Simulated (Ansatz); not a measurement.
# One shape, several levels: NaBr (SMILES [Na][Br])

We compute a comparison of 6 runs (BHLYP/STO-3G, UB3LYP/STO-3G, MP2/STO-3G, UMP2/STO-3G, CCSDTQ/STO-3G, CCSD(T)/STO-3G) of NaBr. 

The calculation is run with Ansatz 0.2.0.

28 further runs of the same task are left out: 5 that didn't finish, 23 set aside as unsound or not needed.

**1. The system as given**

NaBr has 2 atoms, charge 0, and is taken as a singlet. As SMILES, `[Na][Br]`. The Br2–Na1 distance was set to 5.014 Å, away from the relaxed value.

**2. A single-point energy at BHLYP/STO-3G (run 1)**

molecule.yaml reads:

```yaml
crystal:
  periodic: [false, false, false]
  atoms:
    - {symbol: Na, position_ang: [3.201301, -1.138130, 1.612066]}
    - {symbol: Br, position_ang: [-1.067110, 0.379380, -0.537360]}
basis:
  gaussian:
    orbitals: STO-3G
hamiltonian:
  xc: {name: BHLYP}
accuracy: high
```

Launch:

```
$ ansatz run molecule.yaml --threads 1 --pin off --max-ram 3480MiB --events-out events.jsonl --progress --plain --runs-dir runs
```

Standard output:

```text
Warning: RAYON_NUM_THREADS=1 ignored (pool sized by the plan → 1); use --threads N
Functional definition: BHLYP
  name "BHLYP"
  parameter a = 0.5
  exchange = (1 - a)*b88_x + a*exact_x
  correlation = lyp_c
318 factors; integrals over basis functions are off by at most 4.4e-9 eV
mean field evaluation 1: about -73640.6373 eV, gradient 1.3e1 eV
mean field evaluation 2: about -73614.6214 eV, gradient 2.6e1 eV
mean field evaluation 4: about -73640.9379 eV, gradient 3.5e-1 eV
mean field evaluation 8: about -73614.9575 eV, gradient 2.2e1 eV
mean field evaluation 16: about -73640.9838 eV, gradient 1.5e-5 eV
mean field -73640.98378574 eV, -2706.2562384742 hartree, gradient 4.0e-8 eV, S^2 0.000000; 1 other end points of the search recorded, 0 dependent functions left out
reference -73640.98380581 eV, -2706.2562392118 hartree; 23, 23 occupied and 4, 4 virtual orbitals, 318 factors
Total energy: -73640.98380581 eV, -2706.2562392118 hartree
```

Wall time 1.1 s (1 thread of Intel Xeon 6975P-C (Granite Rapids), shared host); peak memory 0.1 GiB.

**3. The energy at UB3LYP/STO-3G (run 2)**

run.yaml reads:

```yaml
crystal:
  periodic: [false, false, false]
  atoms:
    - {symbol: Na, position_ang: [3.201301, -1.138130, 1.612066]}
    - {symbol: Br, position_ang: [-1.067110, 0.379380, -0.537360]}
basis:
  gaussian:
    orbitals: STO-3G
magnetization:
  spin_polarized: true
hamiltonian:
  xc: {name: B3LYP}
accuracy: high
```

Launch:

```
$ ansatz run run.yaml --threads 1 --pin off --max-ram 3480MiB --events-out events.jsonl --progress --plain --runs-dir runs
```

Standard output:

```text
Warning: RAYON_NUM_THREADS=1 ignored (pool sized by the plan → 1); use --threads N
Functional definition: B3LYP
  name "B3LYP"
  parameter a0 = 0.2
  parameter ax = 0.72
  parameter ac = 0.81
  exchange = (1 - a0 - ax)*slater_x + ax*b88_x + a0*exact_x
  correlation = (1 - ac)*vwn_rpa_c + ac*lyp_c
318 factors; integrals over basis functions are off by at most 4.4e-9 eV
mean field evaluation 1: about -73636.7675 eV, gradient 1.2e1 eV
mean field evaluation 2: about -73611.0894 eV, gradient 2.1e1 eV
mean field evaluation 4: about -73611.9159 eV, gradient 1.6e1 eV
mean field evaluation 8: about -73637.0722 eV, gradient 6.5e0 eV
mean field evaluation 16: about -73637.5180 eV, gradient 2.6e0 eV
mean field evaluation 32: about -73637.7203 eV, gradient 1.4e-3 eV
mean field evaluation 64: about -73637.6891 eV, gradient 1.2e-5 eV
mean field evaluation 96: about -73637.7070 eV, gradient 4.4e-2 eV
mean field evaluation 128: about -73637.6468 eV, gradient 2.3e-1 eV
mean field evaluation 160: about -73637.7195 eV, gradient 7.7e-2 eV
mean field -73637.72028211 eV, -2706.1363069279 hartree, gradient 2.3e-9 eV, S^2 0.276903; 16 other end points of the search recorded, 0 dependent functions left out
reference -73637.72031129 eV, -2706.1363080002 hartree; 23, 23 occupied and 4, 4 virtual orbitals, 318 factors
Total energy: -73637.72031129 eV, -2706.1363080002 hartree
```

Run time: 9.3 s. Hardware: 1 thread of Intel Xeon 6975P-C (Granite Rapids), shared host; peak memory 0.16 GiB.

Runs 3 to 5 aren't shown in full; the table further down has their settings and results.

**4. The energy at CCSD(T)/STO-3G (run 6)**

in.yaml reads:

```yaml
crystal:
  periodic: [false, false, false]
  atoms:
    - {symbol: Na, position_ang: [3.201301, -1.138130, 1.612066]}
    - {symbol: Br, position_ang: [-1.067110, 0.379380, -0.537360]}
basis:
  gaussian:
    orbitals: STO-3G
correlation:
  method: ccsd_t
  frozen_orbitals: {Br: 9, Na: 1}
accuracy: high
scf:
  omitted_lower_state_checks: [cluster_reference, increment]
```

Launch:

```
$ ansatz run in.yaml --threads 1 --pin off --max-ram 3480MiB --events-out events.jsonl --progress --plain --runs-dir runs
```

Standard output:

```text
Warning: RAYON_NUM_THREADS=1 ignored (pool sized by the plan → 1); use --threads N
Functional definition: HF
  name "HF"
  exchange = exact_x
  correlation = 0
these checks for a lower state are left out or cut short: cluster_reference, increment
318 factors; integrals over basis functions are off by at most 4.4e-9 eV
mean field evaluation 1: about -73590.8617 eV, gradient 1.1e1 eV
mean field evaluation 2: about -73590.8738 eV, gradient 1.1e1 eV
mean field evaluation 4: about -73591.0829 eV, gradient 1.4e-1 eV
mean field evaluation 8: about -73591.0845 eV, gradient 1.3e-3 eV
mean field -73591.08451138 eV, -2704.4224739647 hartree, gradient 9.9e-8 eV, S^2 0.000000; 0 other end points of the search recorded, 0 dependent functions left out
10 core orbitals not correlated: weight in the atoms' cores, before any rotation towards them, 1.000 or more for the frozen orbitals, at most 0.000 for the correlated occupied ones
reference -73591.08451138 eV, -2704.4224739647 hartree; 13, 13 occupied and 4, 4 virtual orbitals, 318 factors
second order -1.03398101 eV of doubles, -0.00000000 eV of singles
cycle   1  -1.03332354 eV  change    6.6e-4 eV  update   2.3e-2
cycle   2  -1.06323867 eV  change   -3.0e-2 eV  update   2.9e-3
cycle   3  -1.06433233 eV  change   -1.1e-3 eV  update   7.3e-4
cycle   4  -1.06434884 eV  change   -1.7e-5 eV  update   1.5e-4
cycle   5  -1.06436839 eV  change   -2.0e-5 eV  update   4.5e-5
cycle   6  -1.06436888 eV  change   -4.9e-7 eV  update   1.7e-5
cycle   7  -1.06436696 eV  change    1.9e-6 eV  update   7.9e-6
cycle   8  -1.06436679 eV  change    1.7e-7 eV  update   2.2e-6
cycle   9  -1.06436678 eV  change    9.2e-9 eV  update   2.9e-7
cycle  10  -1.06436677 eV  change    9.1e-9 eV  update   1.2e-7
cycle  11  -1.06436678 eV  change   -5.1e-9 eV  update   3.3e-8
cycle  12  -1.06436677 eV  change    1.0e-8 eV  update   5.9e-9
cycle  13  -1.06436670 eV  change    6.7e-8 eV  update   9.5e-9
cycle  14  -1.06436670 eV  change    2.3e-9 eV  update   2.3e-9
cycle  15  -1.06436670 eV  change   6.7e-10 eV  update  5.7e-10
perturbative correction -0.04450192 eV, -0.0016354155 hartree
Total energy: -73592.19338001 eV, -2704.4632241349 hartree
Checks for a lower state left out: cluster_reference, increment
```

Run time: 0.24 s. Hardware: 1 thread of Intel Xeon 6975P-C (Granite Rapids), shared host.

**5. Overview of the runs**

```
run           level  frozen core orbitals   energy (Eh)  wall time
  1    BHLYP/STO-3G                     –  -2706.256239      1.1 s
  2   UB3LYP/STO-3G                     –  -2706.136308      9.3 s
  3      MP2/STO-3G                    10  -2704.460472     0.16 s
  4     UMP2/STO-3G                    10  -2704.460472      0.2 s
  5   CCSDTQ/STO-3G                    10  -2704.463096       48 s
  6  CCSD(T)/STO-3G                    10  -2704.463224     0.24 s
```

**6. Results**

| quantity | value |
| --- | --- |
| run 6: total energy | -2704.46322 Eh |
| run 6: correlation energy (10 core orbitals frozen) | -40.8 mEh |
| run 6: (T) correction | -1.64 mEh |
| run 6: T1 diagnostic | 0.003 |

In words: Totals of different functionals can't be ranked against each other. In runs 1, 2, 3, 4, 5, 6 the basis is minimal, so the values are rough. Spin contamination of the reference: run 2 ⟨S²⟩ = 0.28. All runs together took 59 s, the longest 48 s.
